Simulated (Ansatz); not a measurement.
This script makes a scan of the bond length of BI with the Python package of Ansatz (0.2.0).

`scan_bi.py`:
```python
import ansatz as az
from ase.data import atomic_masses, atomic_numbers
import numpy as np


def main() -> None:
    geometry = (
        az.Crystal.molecule()
        .atom("B", [0.0, 0.0, 0.0])
        .atom("I", [0.0, 0.0, 2.125])
    )

    symbols = [site.symbol for site in geometry.cartesian_sites]
    start = np.array([site.position_ang for site in geometry.cartesian_sites])
    axis = (start[1] - start[0]) / np.linalg.norm(start[1] - start[0])
    moving = [1]
    lengths, energies = [1.87, 1.955, 2.04, 2.125, 2.21, 2.295, 2.38, 2.508], []
    for length in lengths:
        xyz = start.copy()
        xyz[moving] += (length - np.linalg.norm(start[1] - start[0])) * axis
        point = az.Crystal.molecule()
        for symbol, place in zip(symbols, xyz):
            point = point.atom(symbol, place.tolist())
        calc = point.calculation()
        calc = calc.basis(gaussian="def2-SVP")
        calc = calc.functional("B3LYP", dispersion="d3bj")
        report = calc.run().report
        energies.append(report["free_energy_ev"])
        print(f"r = {length:6.3f} A  E = {energies[-1]:.5f} eV  <S^2> = {abs(report['mean_field']['state']['spin_squared']):.3f}")

    fit = np.polynomial.Polynomial.fit(lengths, np.array(energies) - min(energies), 4).convert()
    roots = [r.real for r in fit.deriv().roots() if abs(r.imag) < 1e-9 and fit.deriv(2)(r.real) > 0]
    r_e = min(roots, key=lambda r: abs(r - lengths[int(np.argmin(energies))]))
    print(f"minimum of the fit at {r_e:.4f} A, force constant {fit.deriv(2)(r_e):.2f} eV/A^2")
    m1, m2 = (atomic_masses[atomic_numbers[s]] for s in symbols)
    mu = m1 * m2 / (m1 + m2)
    print(f"harmonic wavenumber {521.4709 * np.sqrt(fit.deriv(2)(r_e) / mu):.0f} 1/cm, rotational constant {16.857629 / (mu * r_e ** 2):.4f} 1/cm")


if __name__ == "__main__":
    main()
```

Its results, one of them left out:

| r (Å) | E less the lowest row shown (eV) |
| --- | --- |
| 1.870 | 0.7041 |
| 1.955 | ? |
| 2.040 | 0.0770 |
| 2.125 | 0.0000 |
| 2.210 | 0.0208 |
| 2.295 | 0.1099 |
| 2.380 | 0.2459 |

What is the missing energy at 1.955 Å?

A cubic in 1/r through the 6 rows shown, E = 0.0160 +60.8035/r -261.1599/r² +280.2445/r³ (eV, Å), gives 0.2930 eV at 1.955 Å. The run gave 0.2927 eV, a miss of 0.3 meV.

Reading the output:
- The basis set is modest, and single-reference methods fail as a bond breaks.
- def2 sets replace the cores of elements past krypton by effective core potentials.
- b3lyp holds the VWN-RPA fit, as in Gaussian; the form of ORCA and Turbomole is b3lyp5.
- The orbitals are restricted, so S² is zero by construction.
- The spin state was assumed, and another may lie lower.
- The whole script took 4.8 s on 1 thread of Arm Neoverse V2, with other jobs on the host, peak memory 0.16 GiB.
